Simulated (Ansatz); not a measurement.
**CH₆GaNOSi: one species, many methods**

One table from this session's results is given with a row withheld; the runs are named, their logs left out.

Method: functionals in def2-TZVPP, the program's frozen cores in correlated methods; program: Ansatz 0.2.0, Gaussian basis.

Levels to be run: PBE-D4, r2SCAN-D4, PBE0-D4, B3LYP-D4, ωB97X-V, ωB97M-V, B2PLYP; CCSD(T)/def2-TZVPP; MP2/def2-QZVPP; extrapolation to the limit.

## The geometry

The geometry comes from an earlier relaxation with PBE0-D4 in a triple-zeta def2 set; it is a stationary point, not always the lowest conformer.

SMILES `[NH2][GaH][SiH2]C=O`, 11 atoms, charge 0, spin multiplicity 1.

Atoms are counted from 1 here; the program's logs count them from 0.

Bond lengths: N1–Ga2 1.815 Å, N1–H6 1.006 Å, N1–H7 1.006 Å, Ga2–Si3 2.410 Å, Ga2–H8 1.563 Å, Si3–C4 1.928 Å, Si3–H9 1.492 Å, Si3–H10 1.486 Å, C4–O5 1.204 Å, C4–H11 1.118 Å. Angles: Ga2–N1–H6 124.2°, Ga2–N1–H7 123.9°, H6–N1–H7 111.9°, N1–Ga2–Si3 115.9°, N1–Ga2–H8 116.7°, Si3–Ga2–H8 127.3°, Ga2–Si3–C4 107.8°, Ga2–Si3–H9 111.0°, Ga2–Si3–H10 112.9°, C4–Si3–H9 107.1°, C4–Si3–H10 108.0°, H9–Si3–H10 109.8°, Si3–C4–O5 123.3°, Si3–C4–H11 117.3°, O5–C4–H11 119.4°.

As a file:

```mol
CH6GaNOSi
  3D, bonds by distance, orders not assigned

 11 10  0  0  0  0  0  0  0  0999 V2000
   -1.2566   -1.5811    1.4068 N   0  0
    0.2507   -1.3096    0.4334 Ga  0  0
    0.8406    0.9915    0.0262 Si  0  0
    0.1958    1.4625   -1.7291 C   0  0
    0.8615    1.3611   -2.7272 O   0  0
   -1.8082   -0.8438    1.8114 H   0  0
   -1.6214   -2.4908    1.6353 H   0  0
    0.9941   -2.5844   -0.0816 H   0  0
    0.1642    1.8975    0.9989 H   0  0
    2.3074    1.2268    0.0553 H   0  0
   -0.8627    1.8133   -1.8089 H   0  0
  1  2  8  0
  2  3  8  0
  3  4  8  0
  4  5  8  0
  1  6  8  0
  1  7  8  0
  2  8  8  0
  3  9  8  0
  3 10  8  0
  4 11  8  0
M  END
```

Set-up of the first run:

File in.yaml:

```yaml
crystal:
  periodic: [false, false, false]
  atoms:
    - {symbol: N, position_ang: [-1.256596, -1.581065, 1.406824]}
    - {symbol: Ga, position_ang: [0.250653, -1.309618, 0.433361]}
    - {symbol: Si, position_ang: [0.840621, 0.991460, 0.026243]}
    - {symbol: C, position_ang: [0.195812, 1.462463, -1.729128]}
    - {symbol: O, position_ang: [0.861510, 1.361098, -2.727213]}
    - {symbol: H, position_ang: [-1.808217, -0.843764, 1.811413]}
    - {symbol: H, position_ang: [-1.621409, -2.490768, 1.635294]}
    - {symbol: H, position_ang: [0.994121, -2.584413, -0.081563]}
    - {symbol: H, position_ang: [0.164233, 1.897514, 0.998949]}
    - {symbol: H, position_ang: [2.307400, 1.226806, 0.055283]}
    - {symbol: H, position_ang: [-0.862725, 1.813287, -1.808864]}
basis:
  gaussian: {orbitals: def2-TZVPP}
hamiltonian: {xc: pbe, dispersion: d4}
output: {forces: true, orbitals: {seedname: orbitals}}
```

Run with:

```sh
ansatz run in.yaml --threads 4 --pin off --events-out ev --progress --plain --max-ram 10444MiB
```

Among the steps run: PBE-D4 (GGA); r2SCAN-D4 (meta-GGA); PBE0-D4 (hybrid); B3LYP-D4 (hybrid); ωB97X-V (range-separated); ωB97M-V (range-separated); B2PLYP (double hybrid); CCSD(T) in def2-TZVPP; MP2 in def2-QZVPP.

One of the session's tables, all rows but one given; the rest of the session is left out.

```
            method  atomisation energy (kcal/mol)
            PBE-D4                          885.1
         r2SCAN-D4                          868.9
           PBE0-D4                          863.4
          B3LYP-D4                          866.4
           ωB97X-V                          873.0
           ωB97M-V                          867.6
            B2PLYP                              ?
     HF/def2-TZVPP                          594.4
    MP2/def2-TZVPP                          856.2
   CCSD/def2-TZVPP                          829.0
CCSD(T)/def2-TZVPP                          844.6
           MP2/CBS                          881.2
       CCSD(T)/CBS                          869.6
```

Estimate the missing values for B2PLYP.

The run gave: atomisation energy (kcal/mol): 856.7. In the column «atomisation energy (kcal/mol)» it lies between MP2/def2-TZVPP (856.2) and PBE0-D4 (863.4).
